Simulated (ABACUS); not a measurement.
Crystal: HfIn4SiO6.

```
CELL_PARAMETERS angstrom
2.41418 -8.12947 -0.00361
2.41418 8.12947 -0.00361
-0.98872 0.00000 4.73072
ATOMIC_POSITIONS crystal
Hf 0.00000 0.00000 0.00000
In 0.66321 0.33679 0.00000
In 0.16197 0.83803 0.50000
In 0.33679 0.66321 0.00000
In 0.83803 0.16197 0.50000
Si 0.50000 0.50000 0.50000
O 0.73033 0.73033 0.27051
O 0.26967 0.26967 0.72949
O 0.19575 0.35695 0.27609
O 0.64305 0.80425 0.72391
O 0.80425 0.64305 0.72391
O 0.35695 0.19575 0.27609
```

The cell was built by a generator and needn't be a form met in nature.

Base run:

| Property | Result |
| --- | --- |
| Program | ABACUS 3.10.1 |
| Functional | PBE |
| Potentials or basis | SG15 ONCV 1.2 PBE |
| Cutoff | 1361 eV |
| Density cutoff | 5442 eV |
| Basis | DZP LCAO (the cutoffs set its grid) |
| k mesh | 4 × 4 × 4 |
| Occupations | fermi-dirac, width 0.05 eV |
| Spin | no spin polarisation |

Its results: band gap on the k mesh 0.30 eV, direct; pressure 2.2 GPa; largest force 0.600 eV/Å.

**Question.** After a change of settings the same cell gave: band gap on the k mesh 0.30 eV, direct; pressure -1.8 GPa; largest force 0.819 eV/Å. Which change was it?
A. functional from PBE to WC
B. functional from PBE to LDA
C. functional from PBE to PW91
D. functional from PBE to TPSS

**Answer.** A.

WC binds more tightly than PBE, so the same cell stands under less pressure.

Caveats: the atomic orbitals were generated for these runs and aren't a published set; spin-orbit coupling is left out, which moves the levels of the heavy elements; the basis of atomic orbitals isn't converged, which shifts pressures, moduli and gaps; the potentials were made for another functional, which shifts forces and pressure (some runs).
